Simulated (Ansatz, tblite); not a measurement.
# The cluster Hg₄S₃: one state, many levels

The task here is to estimate one member of a computed series from the others.

Computed with Ansatz 0.2.0, Gaussian basis. Level: as each input shows.

The runs, in order: GFN1-xTB, GFN2-xTB, PBE-D4/def2-TZVP, r2SCAN-D4/def2-TZVP, HF/def2-TZVP, LDA/def2-TZVP, r2SCAN0-D4/def2-TZVP, PBE-D4/def2-SVP, PBE0-D4/def2-SVP, MP2/def2-TZVP, RPA/def2-TZVP.

1 further run of the same task is left out (set aside as unsound or not needed). Runs told in other sessions of the task aren't counted.

## The geometry

The geometry is that of the singlet, from an earlier relaxation (r2SCAN-D4/def2-SVP). At that level it is the lowest of the isomers that a small search found.

7 atoms, charge 0, spin multiplicity 1.

Bond lengths: Hg1–S6 2.396 Å, Hg1–S7 2.404 Å, Hg2–Hg3 3.075 Å, Hg2–S5 2.422 Å, Hg2–S6 2.420 Å, Hg4–S5 2.396 Å, Hg4–S7 2.404 Å. Angles: S6–Hg1–S7 158.6°, Hg3–Hg2–S5 102.7°, Hg3–Hg2–S6 102.2°, S5–Hg2–S6 155.2°, S5–Hg4–S7 158.9°, Hg2–S5–Hg4 82.9°, Hg1–S6–Hg2 83.1°, Hg1–S7–Hg4 81.3°.

Hg takes a core potential in the def2 sets. No spin-orbit coupling is included.

PBE0-D4/def2-TZVP was run before; its log isn't repeated, and its numbers join the tables.

Set-up of the first run:

Tight binding, by tblite at 300 K electronic temperature and without a spin-polarisation term:

```python
tblite.interface.Calculator('GFN1-xTB', numbers, positions, charge=0, uhf=0).singlepoint()
```

Tight binding, by tblite at 300 K electronic temperature and without a spin-polarisation term:

```python
tblite.interface.Calculator('GFN2-xTB', numbers, positions, charge=0, uhf=0).singlepoint()
```

start.molden holds the orbitals of an earlier run on this state, given as this run's starting guess.

The input, in.yaml:

```yaml
crystal:
  periodic: [false, false, false]
  atoms:
    - {symbol: Hg, position_ang: [2.166457, 0.617202, 0.050408]}
    - {symbol: Hg, position_ang: [-1.025441, 0.544623, 0.012543]}
    - {symbol: Hg, position_ang: [-3.731350, 2.005187, 0.048267]}
    - {symbol: Hg, position_ang: [0.688697, -2.141673, -0.086806]}
    - {symbol: S, position_ang: [-1.680482, -1.784075, -0.096705]}
    - {symbol: S, position_ang: [0.547045, 2.381598, 0.110414]}
    - {symbol: S, position_ang: [3.035063, -1.622882, -0.038122]}
basis:
  gaussian: {orbitals: def2-TZVP, initial_orbitals: start.molden}
hamiltonian: {xc: pbe, dispersion: d4}
scf: {omitted_lower_state_checks: [starts]}
output: {forces: true, orbitals: {seedname: orbitals}}
```

The run is started by

```
$ ansatz run in.yaml --threads 4 --pin off --events-out ev --progress --plain --max-ram 4787MiB
```

Steps of the session up to this table: PBE-D4/def2-TZVP; r2SCAN-D4/def2-TZVP; HF/def2-TZVP; LDA/def2-TZVP; r2SCAN0-D4/def2-TZVP; PBE-D4/def2-SVP; PBE0-D4/def2-SVP; MP2/def2-TZVP; RPA/def2-TZVP.

One of the session's tables, all rows but one given; the rest of the session is left out.

It belongs to the step «Binding energy». 

```
               level  binding an atom (eV)
        HF/def2-TZVP                 0.484
       LDA/def2-TZVP                     ?
     PBE-D4/def2-SVP                 1.266
    PBE-D4/def2-TZVP                 1.387
 r2SCAN-D4/def2-TZVP                 1.372
    PBE0-D4/def2-SVP                 1.197
   PBE0-D4/def2-TZVP                 1.334
r2SCAN0-D4/def2-TZVP                 1.295
       RPA/def2-TZVP                 1.032
       MP2/def2-TZVP                 1.273
```

**Question.** Estimate the row for LDA/def2-TZVP.

The run gave: binding an atom (eV): 1.810. In the column «binding an atom (eV)» it is the highest.

To keep in mind: Free atoms were run apart at each level; binding is atoms less cluster, divided by the number of atoms, without zero-point or spin-orbit terms.
